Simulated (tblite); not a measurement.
# C2H10O2Si2: the cost of one run

Computed with tblite 0.8.0 and PySCF 2.14.0; each step states its level. No surroundings beyond the atoms listed, unless a continuum is named. Atoms count from 0, parts from 1.

## 1. Starting point

16 atoms, charge 0, multiplicity 1; geometry: distance geometry start.

## 2. Geometry optimisation with GFN2-xTB

The job: settings as JSON, then the geometry in Å.

```
{"job": {"kind": "relax", "xc": "GFN2-xTB", "basis": "xTB"}, "charge": 0, "multiplicity": 1}
O      2.768882    -0.810994    -2.155451
Si     2.293316     0.546714    -1.309517
O      1.015861     0.133882    -0.371520
Si    -0.024649     0.881231     0.706606
C     -1.308261    -0.278820     1.399527
C     -2.242168    -0.885112     0.346183
H      2.236109    -1.607811    -1.954258
H      3.417543     0.979771    -0.459386
H      1.902467     1.570760    -2.260043
H     -0.657189     2.013615     0.059769
H      0.799806     1.415611     1.841790
H     -0.822100    -1.087313     1.945732
H     -1.922589     0.255591     2.135783
H     -2.980529    -1.546670     0.842976
H     -2.776491    -0.106239    -0.184569
H     -1.700767    -1.501972    -0.375317
```

With the program's defaults for keys left out, this is: GFN2-xTB geometry optimisation, gas phase.

The run is started by

```console
$ OMP_NUM_THREADS=1 python cluster_run.py task.json out
```

One launch serves the whole session: the jobs run in the order shown.

Q: Estimate the wall time of this first job on 1 thread of Intel Xeon 6975P-C, shared host.

About 4.8 s.
